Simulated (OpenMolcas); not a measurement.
# Ru⁴⁺ among point charges: CASSCF and CASPT2 levels and susceptibility, part 1 of 2

How does a field of 8 point charges split the states of Ru⁴⁺, and what χT follows?

Program: OpenMolcas 26.06. Level of theory: state-averaged CASSCF and CASPT2, spin-orbit coupling by RASSI with atomic mean-field integrals. These are calculated values, not measurements, unless marked.

## (1) The system

| Quantity | Value |
| --- | --- |
| Species | Ru⁴⁺ (ruthenium, Z = 44, 40 electrons) |
| Basis | ANO-RCC-VTZP [7s6p4d2f1g], 68 functions |
| Scalar Hamiltonian | DKH2, point nucleus |
| Inactive shells | 1s 2s 2p 3s 3p 3d 4s 4p |
| Active space | 4 electrons in 5 orbitals (4d) |
| Some configurations of this space | 4d4 |
| Orbitals | optimised for each spin and parity, averaged over all roots |

Outer shells as boxes (Hund's rule):

4d4
```
4d [↑ ][↑ ][↑ ][↑ ][  ]
```

The ion sits among 8 point charges of -0.96 e arranged as a cube (Oh), 2.12 Å from the ion.

The work runs as a chain of OpenMolcas steps in one folder; each step below is one input file. Labels, J, g values, rates, χT and fits are worked out afterwards by a script from the matrices that RASSI stores. The input lists half of the charges; inversion (Group=XYZ) makes the rest.

## (2) One- and two-electron integrals

File a.inp:

```
&GATEWAY
Coord
1

Ru 0.0 0.0 0.0
Basis=ANO-RCC-VTZP
Group=XYZ
NoMove
AngMom=0.0 0.0 0.0
AMFI
XField
4 Angstrom 0
1.223983 1.223983 1.223983 -0.960000
1.223983 1.223983 -1.223983 -0.960000
1.223983 -1.223983 1.223983 -0.960000
1.223983 -1.223983 -1.223983 -0.960000
&SEWARD
```

The run is started by

```sh
OMP_NUM_THREADS=1 MOLCAS_MEM=1689 MOLCAS_PROJECT=a pymolcas a.inp > a.log
```

Standard output:

```text
Basis set label: RU.ANO-RCC...7S6P4D2F1G.

      Electronic valence basis set:
      ------------------
      Associated Effective Charge  44.000000 au
      Associated Actual Charge     44.000000 au
      Nuclear Model: Point charge

      Shell  nPrim  nBasis  Cartesian Spherical Contaminant
         s      21       7        X
         p      18       6        X
         d      13       4                 X
         f       6       2                 X
         g       4       1                 X
                  Relativistic Douglas-Kroll-Hess integrals:
                    - DKH order of Hamiltonian: 2
                    - DKH order of Properties : 0
                  Atomic mean-field integrals
```

## (3) CASSCF: quintets of even parity, 5 roots

File a.inp:

```
&RASSCF
FileOrb=start.orb
Symmetry=1
Spin=5
nActEl=4 0 0
Inactive=9 9
Ras2=5 0
CIRoot=5 5 1
SDav=5
CIMx=300
Iter=120 100
PrWF=0.3
OrbListing=Nothing
MaxOrb=0
>>> COPY $Project.JobIph JOB001
```

The run is started by

```sh
OMP_NUM_THREADS=1 MOLCAS_MEM=1689 MOLCAS_PROJECT=a pymolcas a.inp > a.log
```

start.orb holds the contracted functions of the basis, ordered by shell, or the orbitals of the step before.

Standard output, shortened:

```text
[...]
      Number of active orbitals                  5
[...]
      Spin quantum number                      2.0
[...]
      Active orbitals                            5   0
[...]
      Number of CSFs                             5
      Number of root(s) required                 5
[...]
      Convergence after  7 iterations
[...]
      Natural orbitals and occupation numbers for root  1
      sym 1:   1.000000   0.000000   1.000000   1.000000   1.000000
      Natural orbitals and occupation numbers for root  2
      sym 1:   1.000000   1.000000   1.000000   0.000000   1.000000
      Natural orbitals and occupation numbers for root  3
      sym 1:  -0.000000   1.000000   1.000000   1.000000   1.000000
::    RASSCF root number  1 Total energy:  -4531.60829994
::    RASSCF root number  2 Total energy:  -4531.60829994
::    RASSCF root number  3 Total energy:  -4531.60829994
::    RASSCF root number  4 Total energy:  -4531.59704249
::    RASSCF root number  5 Total energy:  -4531.59704249
```

## (4) Reference wave functions, triplets of even parity, 45 roots

File a.inp:

```
&RASSCF
FileOrb=start.orb
Symmetry=1
Spin=3
nActEl=4 0 0
Inactive=9 9
Ras2=5 0
CIRoot=45 45 1
SDav=45
CIMx=300
Iter=120 100
PrWF=0.3
OrbListing=Nothing
MaxOrb=0
>>> COPY $Project.JobIph JOB002
```

Standard output, shortened:

```text
[...]
      Number of active orbitals                  5
[...]
      Spin quantum number                      1.0
[...]
      Active orbitals                            5   0
[...]
      Number of CSFs                            45
      Number of root(s) required                45
[...]
      Convergence after  7 iterations
[...]
      Natural orbitals and occupation numbers for root  1
      sym 1:   1.677580   1.014718   0.223292   0.272264   0.812146
      Natural orbitals and occupation numbers for root  2
      sym 1:   0.240880   1.717743   0.843652   0.972419   0.225306
      Natural orbitals and occupation numbers for root  3
      sym 1:   0.279080   1.023839   0.222924   1.668904   0.805253
::    RASSCF root number  1 Total energy:  -4531.52511803
::    RASSCF root number  2 Total energy:  -4531.52511803
::    RASSCF root number  3 Total energy:  -4531.52511803
[...]
::    RASSCF root number 27 Total energy:  -4531.48683269
::    RASSCF root number 28 Total energy:  -4531.48501022
::    RASSCF root number 29 Total energy:  -4531.48501022
::    RASSCF root number 30 Total energy:  -4531.48501022
```

## (5) Reference wave functions, singlets of even parity, 50 roots

File a.inp:

```
&RASSCF
FileOrb=start.orb
Symmetry=1
Spin=1
nActEl=4 0 0
Inactive=9 9
Ras2=5 0
CIRoot=50 50 1
SDav=50
CIMx=300
Iter=120 100
PrWF=0.3
OrbListing=Nothing
MaxOrb=0
>>> COPY $Project.JobIph JOB003
```

Standard output, shortened:

```text
[...]
      Number of active orbitals                  5
[...]
      Spin quantum number                      0.0
[...]
      Active orbitals                            5   0
[...]
      Number of CSFs                            50
      Number of root(s) required                50
[...]
      Convergence after  7 iterations
[...]
      Natural orbitals and occupation numbers for root  1
      sym 1:   0.119532   1.820703   0.119532   0.119532   1.820703
      Natural orbitals and occupation numbers for root  2
      sym 1:   1.801514   1.032802   0.082920   0.118783   0.963981
      Natural orbitals and occupation numbers for root  3
      sym 1:   0.082877   1.809354   0.972504   0.110304   1.024960
::    RASSCF root number  1 Total energy:  -4531.49053742
::    RASSCF root number  2 Total energy:  -4531.48323602
::    RASSCF root number  3 Total energy:  -4531.48323602
[...]
::    RASSCF root number 27 Total energy:  -4531.42288964
::    RASSCF root number 28 Total energy:  -4531.42288964
::    RASSCF root number 29 Total energy:  -4531.40789354
::    RASSCF root number 30 Total energy:  -4531.40557008
```

## (6) State interaction with spin-orbit coupling

File a.inp:

```
&RASSI
NrOfJobIphs=3 5 45 50
1 2 3 4 5
1 2 3 4 5 6 7 8 9 10 11 12 13 14 15 16 17 18 19 20 21 22 23 24 25 26 27
28 29 30 31 32 33 34 35 36 37 38 39 40 41 42 43 44 45
1 2 3 4 5 6 7 8 9 10 11 12 13 14 15 16 17 18 19 20 21 22 23 24 25 26 27
28 29 30 31 32 33 34 35 36 37 38 39 40 41 42 43 44 45 46 47 48 49 50
IphNames
JOB001
JOB002
JOB003
EJob
SpinOrbit
DIPRint=1.0
SOCoupling=1000.0
Subsets=2
Property=9
'ANGMOM' 1 'ANGMOM' 2 'ANGMOM' 3 'MLTPL  1' 1 'MLTPL  1' 2 'MLTPL  1' 3
'AMFI' 1 'AMFI' 2 'AMFI' 3
SOProperty=3
'ANGMOM' 1 'ANGMOM' 2 'ANGMOM' 3
```

The run is started by

```sh
OMP_NUM_THREADS=1 MOLCAS_MEM=1689 MOLCAS_PROJECT=a pymolcas a.inp > a.log
```

Standard output, shortened:

```text
SPIN-FREE ENERGIES:
  (Shifted by EMIN (a.u.) =      -4531.6082999428)
 SF State       Relative EMIN(au)   Rel lowest level(eV)    D:o, cm**(-1)      L_eff
     1             0.0000000000        0.0000000000              0.0000         2.0
     2             0.0000000000        0.0000000000              0.0000         2.0
     3             0.0000000000        0.0000000000              0.0000         2.0
     4             0.0112574495        0.3063308074           2470.7246         2.0
     5             0.0112574495        0.3063308074           2470.7246         2.0
     6             0.0831819176        2.2634952894          18256.3207         4.5
     7             0.0831819176        2.2634952894          18256.3207         4.5
     8             0.0831819176        2.2634952894          18256.3207         4.5
     9             0.0879453802        2.3931157105          19301.7799         4.8
    10             0.0879453802        2.3931157105          19301.7799         4.8
[...]
Eigenvalues of complex Hamiltonian:
   -----------------------------------
  (Shifted by EMIN (a.u.) =      -4531.6082999428)
 SO State       Relative EMIN(au)   Rel lowest level(eV)    D:o, cm**(-1)     J-value
     1            -0.0081081178        0.0000000000              0.0000         0.6
     2            -0.0063462952        0.0479416351            386.6754         1.2
     3            -0.0063462952        0.0479416351            386.6754         1.2
     4            -0.0063462952        0.0479416351            386.6754         1.1
     5            -0.0042580942        0.1047644779            844.9825         1.6
     6            -0.0042580942        0.1047644779            844.9825         1.7
     7            -0.0042580942        0.1047644779            844.9825         1.9
     8            -0.0016720159        0.1751352536           1412.5611         1.8
     9            -0.0016720159        0.1751352536           1412.5611         2.2
    10            -0.0000311382        0.2197858113           1772.6921         2.2
    11            -0.0000311382        0.2197858113           1772.6921         2.2
[...]
```

These steps: 54 s of run time, 1 thread, shared host.

Spin-free states, with their symmetry labels:

```
state  degeneracy  E (cm-1)  free-ion L (%)
  5T2           3         0         D (100)
   5E           2      2471         D (100)
  3T1           3     18256          H (78)
  3T2           3     19302          H (90)
  3T1           3     20312          H (71)
   3E           2     21254          H (96)
  3T1           3     22553          P (68)
  3T2           3     22914          G (52)
  3T1           3     24128          F (49)
  3A2           1     24296         F (100)
  3T2           3     24625          F (51)
   3E           2     25494          G (95)
  1A1           1     25846          I (58)
  3A1           1     26659         G (100)
  3T1           3     27059          G (66)
  1T1           3     27448          I (75)
  1T2           3     28972          I (97)
   1E           2     30454          G (52)
  1A2           1     31036          I (99)
  1A1           1     31093          G (51)
  1T2           3     31203          I (89)
  3T2           3     31362          D (98)
  1T1           3     31808          G (74)
   3E           2     32764          D (99)
```

With spin-orbit coupling:

```csv
E (cm-1),Degeneracy,Label,2S+1
0.0,1,A1,5
386.7,3,T1,5
845.0,3,T2,5
1413,2,E,5
1773,3,T1,5
2345,3,T2,5
4076,1,A2,5
4293,3,T2,5
4446,2,E,5
4524,3,T1,5
4599,1,A1,5
17822,1,A1,3
19193,3,T1,3
19339,2,E,3
19967,3,T2,3
20251,3,T1,3
20844,3,T2,3
21097,2,E,3
21112,1,A2,3
21339,3,T1,3
21384,3,T2,3
21441,1,A1,3
21450,2,E,3
22392,1,A1,3
```

The table of states holds 24 of 43 computed; the rest, higher up, is left out.

Powder χT (cm³ K/mol): 0.01 at 2 K, 0.02 at 5 K, 0.03 at 10 K, 0.07 at 20 K, 0.17 at 50 K, 0.35 at 100 K, 0.52 at 150 K, 0.67 at 200 K, 0.80 at 250 K, 0.91 at 300 K.

A ligand-field fit to the states below 45000 cm-1 gives 10Dq = -2553 cm-1, B = 952 cm-1 and C = 3894 cm-1 (C/B = 4.09), with a deviation of 34 cm-1.

Orbitals of the lowest block (energies include the constant potential of the surroundings):

```
shell     space  energy (hartree)  mean occupation  ⟨r²⟩ (bohr²)
   1s  inactive         -816.8284            2.000       0.00147
   2s  inactive         -120.4315            2.000        0.0248
   2p  inactive         -107.6833            6.000        0.0197
   3s  inactive          -22.4951            2.000         0.183
   3p  inactive          -18.1822            6.000         0.186
   3d  inactive          -11.2230           10.000         0.175
   4s  inactive           -3.3972            2.000          1.15
   4p  inactive           -2.0566            6.000          1.38
   4d      RAS2                              4.000          2.18
```

(Continued in part 2 of 2.)
